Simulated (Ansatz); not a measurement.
# In4Sb4 wurtzite atom sphere (In₄Sb₄H₁₄): structure and electronic state

Aim: characterise In4Sb4 wurtzite atom sphere (In₄Sb₄H₁₄) as a singlet: its structure, frontier levels and distribution of charge.

Computed with Ansatz 0.2.0, Gaussian basis. Level: RKS PBE0-D4/def2-TZVP.

Levels to be run: relaxation at r2SCAN-D4/def2-SVP; a single point at PBE0-D4/def2-TZVP.

2 further runs of the same task are left out: 2 set aside as unsound or not needed.

### 1 Starting geometry

22 atoms, charge 0, spin multiplicity 1.

Atoms are counted from 1 here; the program's logs count them from 0.

Bond lengths: In1–Sb2 2.916 Å, In1–Sb4 2.826 Å, In1–H9 1.716 Å, In1–H10 1.716 Å, Sb2–In6 2.861 Å, Sb2–H11 1.683 Å, Sb2–H12 1.682 Å, In3–Sb4 2.825 Å, In3–Sb5 2.914 Å, In3–H13 1.715 Å, In3–H14 1.715 Å, Sb4–In7 2.826 Å, Sb4–H15 1.683 Å, Sb5–In6 2.863 Å, Sb5–H16 1.683 Å, Sb5–H17 1.684 Å, In6–Sb8 2.867 Å, In6–H18 1.759 Å and more. Angles: Sb2–In1–Sb4 95.7°, Sb2–In1–H9 104.2°, Sb2–In1–H10 104.2°, Sb4–In1–H9 114.3°, Sb4–In1–H10 113.8°, H9–In1–H10 120.2°, In1–Sb2–In6 124.0°, In1–Sb2–H11 114.5°, In1–Sb2–H12 114.7°, In6–Sb2–H11 103.3°, In6–Sb2–H12 103.6°, H11–Sb2–H12 91.2°, Sb4–In3–Sb5 95.8°, Sb4–In3–H13 113.9°, Sb4–In3–H14 113.8°, Sb5–In3–H13 104.2°, Sb5–In3–H14 104.4°, H13–In3–H14 120.3° and more.

In, Sb take a core potential in the def2 sets. No spin-orbit coupling is included.

The start is a GFN2-xTB geometry.

### 2 Optimising with r2SCAN-D4/def2-SVP

Contents of in.yaml:

```yaml
crystal:
  periodic: [false, false, false]
  atoms:
    - {symbol: In, position_ang: [-2.406600, -1.383940, -1.647470]}
    - {symbol: Sb, position_ang: [-2.173380, -1.253970, 1.256370]}
    - {symbol: In, position_ang: [2.398830, -1.394290, -1.646050]}
    - {symbol: Sb, position_ang: [-0.000120, -0.002080, -2.182530]}
    - {symbol: Sb, position_ang: [2.181150, -1.248440, 1.256220]}
    - {symbol: In, position_ang: [0.001190, -0.005270, 2.634750]}
    - {symbol: In, position_ang: [0.000000, 2.770710, -1.634830]}
    - {symbol: Sb, position_ang: [0.002580, 2.510480, 1.259190]}
    - {symbol: H, position_ang: [-2.350060, -3.062410, -1.998910]}
    - {symbol: H, position_ang: [-3.819950, -0.475110, -1.996670]}
    - {symbol: H, position_ang: [-2.325750, -2.738340, 2.035790]}
    - {symbol: H, position_ang: [-3.534570, -0.658650, 2.045880]}
    - {symbol: H, position_ang: [2.321640, -3.072120, -1.991190]}
    - {symbol: H, position_ang: [3.815160, -0.499650, -2.012780]}
    - {symbol: H, position_ang: [0.000360, -0.001080, -3.865830]}
    - {symbol: H, position_ang: [2.343130, -2.734110, 2.030630]}
    - {symbol: H, position_ang: [3.549470, -0.651530, 2.034890]}
    - {symbol: H, position_ang: [0.000580, 0.016930, 4.394080]}
    - {symbol: H, position_ang: [-1.487110, 3.537750, -2.004970]}
    - {symbol: H, position_ang: [1.488670, 3.532200, -2.007390]}
    - {symbol: H, position_ang: [-1.206400, 3.402150, 2.017180]}
    - {symbol: H, position_ang: [1.201160, 3.410780, 2.023620]}
basis:
  gaussian: {orbitals: def2-SVP}
hamiltonian: {xc: r2scan, dispersion: d4}
scf: {lower_state_search: "off"}
output: {orbitals: {seedname: orbitals}}
relax: {f_tol: 0.03, max_steps: 70}
```

Launch:

```console
$ ansatz run in.yaml --threads 2 --pin off --events-out ev --progress --plain --max-ram 32768MiB --backend cuda --devices 0, --max-vram 18GiB
```

Output, shortened:

```text
Functional definition: r2SCAN
  name "r2SCAN"
  cite "Furness, Kaplan, Ning, Perdew & Sun, J. Phys. Chem. Lett. 11, 8208 (2020) doi:10.1021/acs.jpclett.0c02405"
  cite "Furness, Kaplan, Ning, Perdew & Sun, J. Phys. Chem. Lett. 11, 9248 (2020) doi:10.1021/acs.jpclett.0c03077"
  parent r2scan
[...]
3340 factors; their error is unknown
[...]
mean field -47092.26307350 eV, -1730.6087476686 hartree, gradient 4.9e-6 eV, S^2 0.000000; 0 other end points of the search recorded, 0 dependent functions left out
[...]
reference -47092.26310387 eV, -1730.6087487850 hartree; 95, 95 occupied and 183, 183 virtual orbitals, 3340 factors
relax step   1: F+E_penalty+E_count = -47092.55239436 eV  Δ(F+E_penalty+E_count) = +0.000e0 eV  max|allowed force component| = 3.940e-1 eV/Å  Δτ_max = 0.0000 Å  (17 SCF iters, accepted)
[...]
relax step   5: F+E_penalty+E_count = -47092.68773019 eV  Δ(F+E_penalty+E_count) = -4.725e-3 eV  max|allowed force component| = 3.567e-2 eV/Å  Δτ_max = 0.0367 Å  (20 SCF iters, accepted)
[...]
relax step   6: F+E_penalty+E_count = -47092.68798117 eV  Δ(F+E_penalty+E_count) = -2.510e-4 eV  max|allowed force component| = 5.312e-3 eV/Å  Δτ_max = 0.0048 Å  (21 SCF iters, accepted)
Total energy: -47092.68801109 eV, -1730.6243638370 hartree
Atom 0 at    -2.433491    -1.398119    -1.669799 Å, force    -0.001767    -0.001171     0.005312 eV/Å
[...]
Atom 7 at     0.000222     2.499681     1.266945 Å, force    -0.000123     0.002674     0.000613 eV/Å
Atom 8 at    -2.264029    -3.089554    -1.962583 Å, force    -0.000030     0.000540    -0.001222 eV/Å
Atom 9 at    -3.805909    -0.392846    -1.955352 Å, force     0.000409    -0.000392    -0.001076 eV/Å
Atom 10 at    -2.277534    -2.774964     2.021658 Å, force     0.001607     0.001089    -0.001091 eV/Å
Atom 11 at    -3.543982    -0.601727     2.029538 Å, force     0.001603     0.000826    -0.001178 eV/Å
Atom 12 at     2.243402    -3.100920    -1.958127 Å, force     0.000145     0.000484    -0.001300 eV/Å
Atom 13 at     3.802400    -0.414088    -1.971963 Å, force    -0.000441    -0.000217    -0.000925 eV/Å
Atom 14 at    -0.003042    -0.007601    -3.919911 Å, force    -0.000058    -0.000093    -0.001015 eV/Å
Atom 15 at     2.290991    -2.770111     2.022501 Å, force    -0.001416     0.001268    -0.000910 eV/Å
Atom 16 at     3.550727    -0.592901     2.016903 Å, force    -0.001661     0.000997    -0.001287 eV/Å
Atom 17 at     0.005242     0.009506     4.371884 Å, force     0.000073    -0.000034    -0.000798 eV/Å
Atom 18 at    -1.549786     3.494331    -1.973903 Å, force     0.000460    -0.000099    -0.000998 eV/Å
Atom 19 at     1.556462     3.490781    -1.972055 Å, force    -0.000281    -0.000361    -0.000809 eV/Å
Atom 20 at    -1.261159     3.370515     2.010056 Å, force     0.000377    -0.001861    -0.001009 eV/Å
Atom 21 at     1.254286     3.377727     2.013938 Å, force    -0.000282    -0.001924    -0.001096 eV/Å
Dipole moment:     0.001411     0.000642     0.599104 e Å
Checks for a lower state left out: stability, starts, cluster_reference, orbital_swaps, neighbouring_geometries, increment
```

Wall time 25 s (1 × H100 (card shared with other runs) with 2 threads of AMD EPYC 7R13, shared host); peak host memory 0.96 GiB.

Step by step: (the energy doesn't fall at every step)

```csv
step,energy from step 1 (eV),largest force component (eV/Å)
1,0.0000,0.3940
2,0.1624,0.7360
3,-0.1216,0.1706
4,-0.1306,0.0557
5,-0.1353,0.0357
6,-0.1356,0.0053
```

Close pairs (by a distance rule), those that changed most:

```csv
bond,before (Å),after (Å),change (Å)
In7–Sb8,2.906,2.963,+0.057
In3–Sb5,2.914,2.963,+0.049
In1–Sb2,2.916,2.963,+0.047
In6–H18,1.759,1.724,-0.036
In3–Sb4,2.825,2.855,+0.030
In1–Sb4,2.826,2.855,+0.029
Sb4–In7,2.826,2.855,+0.029
Sb4–H15,1.683,1.707,+0.024
```

Bonds by kind at the end (by distance):

```csv
bond,count,shortest (Å),longest (Å)
In–Sb,9,2.851,2.963
H–In,7,1.724,1.725
H–Sb,7,1.703,1.707
```

### 3 Single point, PBE0-D4/def2-TZVP

start.molden holds the orbitals of an earlier run on this state, given as this run's starting guess.

Contents of in.yaml:

```yaml
crystal:
  periodic: [false, false, false]
  atoms:
    - {symbol: In, position_ang: [-2.433491, -1.398119, -1.669799]}
    - {symbol: Sb, position_ang: [-2.159045, -1.247566, 1.276919]}
    - {symbol: In, position_ang: [2.425223, -1.409177, -1.674339]}
    - {symbol: Sb, position_ang: [-0.001496, -0.004053, -2.212460]}
    - {symbol: Sb, position_ang: [2.164536, -1.245805, 1.272750]}
    - {symbol: In, position_ang: [0.003590, 0.005696, 2.648153]}
    - {symbol: In, position_ang: [0.002372, 2.801205, -1.680775]}
    - {symbol: Sb, position_ang: [0.000222, 2.499681, 1.266945]}
    - {symbol: H, position_ang: [-2.264029, -3.089554, -1.962583]}
    - {symbol: H, position_ang: [-3.805909, -0.392846, -1.955352]}
    - {symbol: H, position_ang: [-2.277534, -2.774964, 2.021658]}
    - {symbol: H, position_ang: [-3.543982, -0.601727, 2.029538]}
    - {symbol: H, position_ang: [2.243402, -3.100920, -1.958127]}
    - {symbol: H, position_ang: [3.802400, -0.414088, -1.971963]}
    - {symbol: H, position_ang: [-0.003042, -0.007601, -3.919911]}
    - {symbol: H, position_ang: [2.290991, -2.770111, 2.022501]}
    - {symbol: H, position_ang: [3.550727, -0.592901, 2.016903]}
    - {symbol: H, position_ang: [0.005242, 0.009506, 4.371884]}
    - {symbol: H, position_ang: [-1.549786, 3.494331, -1.973903]}
    - {symbol: H, position_ang: [1.556462, 3.490781, -1.972055]}
    - {symbol: H, position_ang: [-1.261159, 3.370515, 2.010056]}
    - {symbol: H, position_ang: [1.254286, 3.377727, 2.013938]}
basis:
  gaussian: {orbitals: def2-TZVP, fitting: {mean_field: def2-universal-jkfit}, initial_orbitals: start.molden}
hamiltonian: {xc: pbe0, dispersion: d4}
scf: {omitted_lower_state_checks: [starts]}
output: {orbitals: {seedname: orbitals}}
```

Same command.

Output:

```text
Functional definition: PBE0
  name "PBE0"
  cite "Adamo & Barone, J. Chem. Phys. 110, 6158 (1999) doi:10.1063/1.478522"
  cite "Perdew, Burke & Ernzerhof, Phys. Rev. Lett. 77, 3865 (1996) doi:10.1103/PhysRevLett.77.3865"
  parent pbe
  parameter a = 0.25
  parameter kappa = 0.804
  parameter beta = 0.06672455060314922
  exchange = (1 - a)*pbe_x(kappa = kappa, mu = beta*pi^2/3) + a*exact_x
  correlation = pbe_c(beta = beta)
these checks for a lower state are left out or cut short: starts
1996 factors; integrals over basis functions are off by at most 6.9e-1 eV
mean field evaluation 1: about -47075.7523 eV, gradient 4.5e1 eV
mean field evaluation 2: about -47076.8513 eV, gradient 1.4e0 eV
mean field evaluation 4: about -47076.8618 eV, gradient 3.2e-2 eV
mean field -47076.86177416 eV, -1730.0427603576 hartree, gradient 1.7e-5 eV, S^2 0.000000; 0 other end points of the search recorded, 0 dependent functions left out
reference -47076.86186327 eV, -1730.0427636322 hartree; 95, 95 occupied and 389, 389 virtual orbitals, 1996 factors
Total energy: -47077.90343539 eV, -1730.0810407015 hartree
Checks for a lower state left out: starts
```

Run time: 5.5 s. Hardware: 1 × H100 (card shared with other runs) with 2 threads of AMD EPYC 7R13, shared host; peak host memory 0.96 GiB.

From the report: HOMO -6.83 eV, LUMO -1.68 eV.

Mulliken charges, from this run's orbitals:

In1 0.25; Sb2 -0.11; In3 0.25; Sb4 -0.30; Sb5 -0.11; In6 0.27; In7 0.25; Sb8 -0.11; H9 -0.08; H10 -0.08; H11 0.02; H12 0.02; H13 -0.08; H14 -0.08; H15 0.01; H16 0.02; H17 0.02; H18 -0.07; H19 -0.08; H20 -0.08; H21 0.02; H22 0.02

Largest Mayer bond orders: Sb2–H11 0.94; Sb2–H12 0.94; Sb4–H15 0.94; Sb5–H16 0.94; Sb5–H17 0.94; Sb8–H21 0.94; Sb8–H22 0.94; In1–H9 0.92; In1–H10 0.92; In3–H13 0.92.

### 4 What came out

```
                       quantity                            value
                    point group                              C3v
 commonest bond, hydrogen aside  In–Sb, 9 of mean length 2.890 Å
HOMO, LUMO at PBE0-D4/def2-TZVP                  -6.83, -1.68 eV
   dipole at r2SCAN-D4/def2-SVP                           2.88 D
```

In words: The molecule keeps its bonding pattern by the stored test; the atoms moved 0.06 Å (rms). No usable vibrations, so a minimum isn't proven. Whether this spin is the lowest isn't tested here.
